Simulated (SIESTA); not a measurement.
The system is HPbNO4.

```
H Pb N O
1.0
     4.19923    0.11117    0.16817
     1.91600    3.89132    0.12568
     1.76085    1.25259    6.37266
H Pb N O
1 1 1 4
Cartesian
  6.1559 3.5396 4.2374
  3.9410 4.7367 5.7714
  2.1622 1.5295 2.0021
  6.1170 3.6060 5.2180
  2.2525 1.0554 0.8130
  2.1821 0.7481 2.9790
  2.0545 2.7723 2.1460
```

The cell was built by a generator and needn't be a form met in nature.

Base run:

* Program: SIESTA 5.4.2
* Functional: PBE
* Potentials or basis: PseudoDojo 0.4 standard (PBE files)
* Basis: DZP (energy shift 0.003 Ry; two zetas on semicore shells)
* Grid cutoff: 800 Ry
* Energy shift: 0.003 Ry
* k mesh: 7 × 7 × 5
* Occupations: fermi-dirac, width 0.05 eV
* Spin: no spin polarisation

Its results: band gap on the k mesh 2.81 eV, indirect (least direct gap 2.83 eV); pressure 2.6 GPa; largest force 1.327 eV/Å.

Question: The run is repeated on the same cell with these changes: functional from PBE to RPBE. What comes out?

Answer: Band gap on the k mesh 2.84 eV, indirect (least direct gap 2.86 eV); pressure 4.7 GPa; largest force 1.314 eV/Å.

RPBE binds less tightly than PBE, so the same cell stands under more pressure.

Caveats: spin-orbit coupling is left out, which as a rule narrows the gap of such compounds by several tenths of an eV; the basis of atomic orbitals isn't converged, which shifts pressures, moduli and gaps; forces of over 1 eV/Å show positions far from the minimum, so gaps and moduli don't describe the material at rest (some runs); the potentials were made for another functional, which shifts forces and pressure (some runs).

A k mesh can miss the band edges.
